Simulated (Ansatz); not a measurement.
# CHClOSi (SMILES O[Si]#CCl): functionals against CCSD(T) at one geometry

An exercise on one series of results from a longer session: the logs are not shown, and one member is left open.

Computed with Ansatz 0.2.0, Gaussian basis. Level: single points in def2-TZVPP.

Correlated methods freeze the cores.

**The starting structure**

SMILES `O[Si]#CCl`, 5 atoms, charge 0, spin multiplicity 1.

Atoms are counted from 1 here; the program's logs count them from 0.

Bond lengths: O1–Si2 1.622 Å, O1–H5 0.925 Å, Si2–C3 1.766 Å, C3–Cl4 1.820 Å. Angles: Si2–O1–H5 133.2°, O1–Si2–C3 160.0°, Si2–C3–Cl4 124.0°.

As a file:

```mol
CHClOSi
  3D, bonds by distance, orders not assigned

  5  4  0  0  0  0  0  0  0  0999 V2000
   -0.5546    1.7338    0.0955 O   0  0
   -0.1307    0.1680    0.0948 Si  0  0
    0.8839   -1.2769    0.1472 C   0  0
    0.2324   -2.9737    0.2411 Cl  0  0
   -0.4812    2.4107   -0.5310 H   0  0
  1  2  8  0
  1  5  8  0
  2  3  8  0
  3  4  8  0
M  END
```

The first run:

The input, run/in.yaml:

```yaml
crystal:
  periodic: [false, false, false]
  atoms:
    - {symbol: O, position_ang: [-0.554600, 1.733800, 0.095500]}
    - {symbol: Si, position_ang: [-0.130700, 0.168000, 0.094800]}
    - {symbol: C, position_ang: [0.883900, -1.276900, 0.147200]}
    - {symbol: Cl, position_ang: [0.232400, -2.973700, 0.241100]}
    - {symbol: H, position_ang: [-0.481200, 2.410700, -0.531000]}
basis:
  gaussian: {orbitals: def2-TZVPP}
correlation: {method: ccsd_t}
output: {forces: true}
```

No record of the launch command was kept for these runs.

Among the steps run: CCSD(T)/def2-TZVPP; PBE0-D4/def2-TZVPP; wB97M-V/def2-TZVPP; r2SCAN-D4/def2-TZVPP; PBE-D4/def2-TZVPP; wB97X-V/def2-TZVPP; LC-wPBE/def2-TZVPP.

One table of the session follows, with a row left open; its other results are not shown here.

| method | RMS force component (eV/Å) | angle to CCSD(T) forces (°) | dipole (D) |
| --- | --- | --- | --- |
| CCSD(T) | 0.999 | reference | 4.17 |
| PBE0-D4 | ? | ? | ? |
| wB97M-V | 1.074 | 10.3 | 4.62 |
| r2SCAN-D4 | 1.075 | 6.3 | 4.29 |
| PBE-D4 | 1.150 | 8.4 | 4.03 |
| wB97X-V | 1.126 | 13.2 | 4.78 |
| LC-wPBE | 1.253 | 20.2 | 4.95 |

Q: Estimate the row for PBE0-D4 from the others.

As computed: RMS force component (eV/Å): 1.099; angle to CCSD(T) forces (°): 10.1; dipole (D): 4.40. In the column «RMS force component (eV/Å)» it lies between r2SCAN-D4 (1.075) and wB97X-V (1.126).
